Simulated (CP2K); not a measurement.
# Al2Si2H6 (SMILES [SiH3][Al]1[AlH][SiH2]1): a first try and a second

Aim: energy and gradient of Al2Si2H6 at GFN2-xTB.

Program for the calculation: CP2K 2026.2.

2 further runs of the same task are left out: 2 set aside as unsound or not needed.

**1. Starting point**

The species is Al2Si2H6 (10 atoms), meant as a singlet with charge 0. SMILES: `[SiH3][Al]1[AlH][SiH2]1`. The coordinates come from a PBE0-D4/def2-TZVP relaxation.

Bond lengths: Si1–Al2 2.460 Å, Al2–Al3 2.479 Å, Al2–Si4 2.439 Å, Al3–Si4 2.344 Å, Si1–H5 1.491 Å, Si1–H6 1.491 Å, Si1–H7 1.489 Å, Al3–H8 1.585 Å, Si4–H9 1.581 Å, Si4–H10 1.498 Å. Some angles: Si1–Al2–Al3 164.4°, Si1–Al2–Si4 136.1°, Al3–Al2–Si4 56.9°, Al2–Al3–Si4 60.7°, Al2–Si4–Al3 62.4°, Al2–Si1–H5 110.3°, Al2–Si1–H6 111.1°, Al2–Si1–H7 111.8°, Al2–Al3–H8 149.8°, Si4–Al3–H8 135.8°.

**2. Try one**

molecule.pdb reads:

```
HETATM    1 Si   MOL A   1      -1.426   1.265  -1.412  1.00  0.00          SI
HETATM    2 Al   MOL A   1      -0.140  -0.430  -0.177  1.00  0.00          AL
HETATM    3 Al   MOL A   1       0.542  -2.376   1.199  1.00  0.00          AL
HETATM    4 Si   MOL A   1       1.876  -0.449   1.196  1.00  0.00          SI
HETATM    5 H    MOL A   1      -1.959   0.687  -2.679  1.00  0.00           H
HETATM    6 H    MOL A   1      -2.590   1.742  -0.612  1.00  0.00           H
HETATM    7 H    MOL A   1      -0.590   2.447  -1.762  1.00  0.00           H
HETATM    8 H    MOL A   1       0.798  -3.934   1.336  1.00  0.00           H
HETATM    9 H    MOL A   1      -1.226   1.265  -1.412  1.00  0.00           H
HETATM   10 H    MOL A   1       2.952   0.487   1.656  1.00  0.00           H
END
```

job.inp reads:

```
&GLOBAL
  PROJECT_NAME job
  RUN_TYPE ENERGY_FORCE
  PRINT_LEVEL MEDIUM
&END GLOBAL

&FORCE_EVAL
  METHOD Quickstep
  &DFT
    &QS
      METHOD XTB
      EPS_DEFAULT 1.0E-10
      &XTB
        GFN_TYPE TBLITE
        &TBLITE
          METHOD GFN2
        &END TBLITE
        CHECK_ATOMIC_CHARGES F
      &END XTB
    &END QS
    &POISSON
      PERIODIC NONE
      POISSON_SOLVER ANALYTIC
    &END POISSON
    &SCF
      SCF_GUESS ATOMIC
      EPS_SCF 1.0E-07
      MAX_SCF 82
      ADDED_MOS 2
      &DIAGONALIZATION
        ALGORITHM STANDARD
      &END DIAGONALIZATION
      &MIXING
        METHOD DIRECT_P_MIXING
        ALPHA 0.4
      &END MIXING
      &SMEAR ON
        METHOD FERMI_DIRAC
        ELECTRONIC_TEMPERATURE [K] 300
      &END SMEAR
    &END SCF
    &PRINT
      &MOMENTS
        PERIODIC F
        REFERENCE COM
        MAX_MOMENT 1
      &END MOMENTS
      &MO ON
        ENERGIES T
        OCCUPATION_NUMBERS T
        NDIGITS 6
        &EACH
          QS_SCF 0
        &END EACH
        ADD_LAST NUMERIC
      &END MO
      &HIRSHFELD OFF
      &END HIRSHFELD
    &END PRINT
  &END DFT
  &SUBSYS
    &CELL
      ABC 13.5 14.4 12.3
      PERIODIC NONE
    &END CELL
    &TOPOLOGY
      COORD_FILE_NAME molecule.pdb
      COORD_FILE_FORMAT PDB
      CONN_FILE_FORMAT OFF
      &CENTER_COORDINATES
      &END CENTER_COORDINATES
    &END TOPOLOGY
  &END SUBSYS
  &PRINT
    &FORCES ON
    &END FORCES
  &END PRINT
&END FORCE_EVAL
```

The run is started by

```sh
$ OMP_NUM_THREADS=1 cp2k.psmp -i job.inp -o job.out
```

Log:

```text
CP2K| version string:                                       CP2K version 2026.2
[...]
 GLOBAL| Method name                                                        CP2K
[...]
 GLOBAL| Run type                                                   ENERGY_FORCE
[...]
                             - Atoms:                                         10
[...]
                             - Spherical basis functions:                     42
[...]
 *** WARNING in particle_methods.F:720 :: The distance between the atoms 1 ***
 *** and 9 is only 0.200 angstrom and thus smaller than the threshold of   ***
 *** 0.500 angstrom                                                        ***
[...]
 Number of electrons:                                                         20
[...]
  *** SCF run converged in    57 steps ***
[...]
  Fermi energy:                                                -0.25457227916254
[...]
 TB_DIPOLE| Moment [Debye]         -0.07032053       1.02021524      -0.33227951
 TB_DIPOLE| Derivative [a.u.]       0.00000000       0.00000000       0.00000000
[...]
 ENERGY| Total FORCE_EVAL ( QS ) energy [hartree]             71.945108406678742
 FORCES| Atomic forces [hartree/bohr]
 FORCES|   Atom     x               y               z               |f|
 FORCES|      1 -3.32479950E+02  2.15216492E-02 -3.01483009E-02   3.32479952E+02
 FORCES|      2 -3.76048902E-03 -1.55937527E-02  9.24686225E-03   1.85151523E-02
 FORCES|      3 -6.73285809E-03 -1.92568381E-02  3.31168626E-03   2.06669896E-02
 FORCES|      4  1.32221215E-02  2.48669573E-02 -8.62929221E-03   2.94559798E-02
 FORCES|      5 -2.08049125E-02 -3.60088046E-04 -2.65463393E-02   3.37295446E-02
 FORCES|      6 -1.87277486E-02  1.14824360E-02  2.52270400E-03   2.21119637E-02
 FORCES|      7  9.09776176E-03  7.18659774E-02 -2.90257976E-02   7.80383553E-02
 FORCES|      8 -1.53765386E-03 -1.68859147E-02  4.69628739E-03   1.75941357E-02
 FORCES|      9  3.32503505E+02 -7.94728322E-02  6.70421173E-02   3.32503521E+02
 FORCES|     10  5.68912589E-03  1.83240587E-03  7.53007279E-03   9.61383695E-03
 FORCES| Sum     8.11763851E-15 -5.35595873E-17  6.07153217E-17
 FORCES| Total atomic force                                       8.11804224E-15
[...]
```

Wall time 0.38 s (1 thread of Arm Neoverse V1, shared host).

**3. Reading the log**

The program ended normally, but the settings are unsound, so its numbers aren't properties of the molecule.

What is wrong: two atoms lie on top of or far too near each other. As the program read them, the closest atoms are 0.20 Å apart, against 1.49 Å in the sound input.

**4. The mended input**

molecule.pdb: that of step 2 with these lines changed.

```diff
@@ -8,3 +8,3 @@
 HETATM    8 H    MOL A   1       0.798  -3.934   1.336  1.00  0.00           H
-HETATM    9 H    MOL A   1      -1.226   1.265  -1.412  1.00  0.00           H
+HETATM    9 H    MOL A   1       0.620   0.510   1.257  1.00  0.00           H
 HETATM   10 H    MOL A   1       2.952   0.487   1.656  1.00  0.00           H
```

mol.inp reads:

```
&GLOBAL
 PROJECT_NAME mol
 RUN_TYPE ENERGY_FORCE
 PRINT_LEVEL MEDIUM
&END
&FORCE_EVAL
 METHOD Quickstep
 &DFT
  CHARGE 0
  MULTIPLICITY 1
  &QS
   METHOD XTB
   EPS_DEFAULT 1.0E-10
   &XTB
    GFN_TYPE TBLITE
    &TBLITE
     METHOD GFN2
    &END
    CHECK_ATOMIC_CHARGES F
   &END
  &END
  &POISSON
   PERIODIC NONE
   POISSON_SOLVER ANALYTIC
  &END
  &SCF
   SCF_GUESS ATOMIC
   EPS_SCF 1.0E-07
   MAX_SCF 150
   ADDED_MOS 2
   &DIAGONALIZATION
    ALGORITHM STANDARD
   &END
   &MIXING
    METHOD DIRECT_P_MIXING
    ALPHA 0.4
   &END
   &SMEAR ON
    METHOD FERMI_DIRAC
    ELECTRONIC_TEMPERATURE [K] 300
   &END
  &END
  &PRINT
   &MOMENTS
    PERIODIC F
    REFERENCE COM
    MAX_MOMENT 1
   &END
   &MO ON
    ENERGIES T
    OCCUPATION_NUMBERS T
    NDIGITS 6
    &EACH
     QS_SCF 0
    &END
    ADD_LAST NUMERIC
   &END
   &HIRSHFELD OFF
   &END
  &END
 &END
 &SUBSYS
  &CELL
   ABC [angstrom] 13.5 14.4 12.3
   PERIODIC NONE
  &END
  &TOPOLOGY
   COORD_FILE_NAME molecule.pdb
   COORD_FILE_FORMAT PDB
   CONN_FILE_FORMAT OFF
   &CENTER_COORDINATES
   &END
  &END
 &END
 &PRINT
  &FORCES ON
  &END
 &END
&END
```

The run is started by

```sh
$ OMP_NUM_THREADS=1 cp2k.psmp mol.inp > mol.out
```

Log:

```text
CP2K| version string:                                       CP2K version 2026.2
[...]
 GLOBAL| Method name                                                        CP2K
[...]
 GLOBAL| Run type                                                   ENERGY_FORCE
[...]
                             - Atoms:                                         10
[...]
                             - Spherical basis functions:                     42
[...]
 Number of electrons:                                                         20
[...]
  *** SCF run converged in    23 steps ***
[...]
  Fermi energy:                                                -0.25917508425836
[...]
 TB_DIPOLE| Moment [Debye]          0.24349318      -0.42052274      -0.46979110
 TB_DIPOLE| Derivative [a.u.]       0.00000000       0.00000000       0.00000000
[...]
 ENERGY| Total FORCE_EVAL ( QS ) energy [hartree]             -8.515217441556645
 FORCES| Atomic forces [hartree/bohr]
 FORCES|   Atom     x               y               z               |f|
 FORCES|      1  7.99684278E-04 -9.14331789E-03  1.84650350E-03   9.36212220E-03
 FORCES|      2 -4.94008262E-03  1.00013520E-02 -1.60762043E-02   1.95672125E-02
 FORCES|      3 -1.30875052E-02 -1.63847223E-02  5.27036603E-03   2.16221801E-02
 FORCES|      4  4.10703991E-02  6.79397102E-03 -7.64957486E-03   4.23255445E-02
 FORCES|      5 -2.29259569E-03  5.36159406E-03 -1.86786882E-03   6.12304007E-03
 FORCES|      6 -6.29651243E-04  3.27909527E-03 -3.34150213E-03   4.72382926E-03
 FORCES|      7 -3.30285848E-03  1.11904237E-04 -9.02330253E-04   3.42572570E-03
 FORCES|      8 -1.14867894E-03 -1.15082582E-02  4.29444518E-03   1.23370066E-02
 FORCES|      9 -1.77744275E-02  8.59520404E-03  1.50021347E-02   2.47966097E-02
 FORCES|     10  1.30571631E-03  2.89317779E-03  3.42403098E-03   4.66897858E-03
 FORCES| Sum    -3.46944695E-17  3.33934269E-17  1.25767452E-17
 FORCES| Total atomic force                                       4.97694856E-17
[...]
```

Wall time 0.3 s (1 thread of Arm Neoverse V1, shared host).

**5. Outcome**

At GFN2-xTB:

| quantity | value |
| --- | --- |
| total energy | -8.51522 Eh |
| dipole moment (from atomic charges alone) | 0.68 D |
| HOMO energy | -7.81 eV |
| LUMO energy | -6.29 eV |
| HOMO–LUMO gap | 1.52 eV |
| largest force on an atom | 2.176 eV/Å |

In words: The first attempt's energy was +2189.437 eV off this one. The dipole comes from point charges on the atoms alone, without atomic dipoles, so it is partial. The largest force is 2.18 eV/Å: the shape isn't a stationary point for this species at this level.
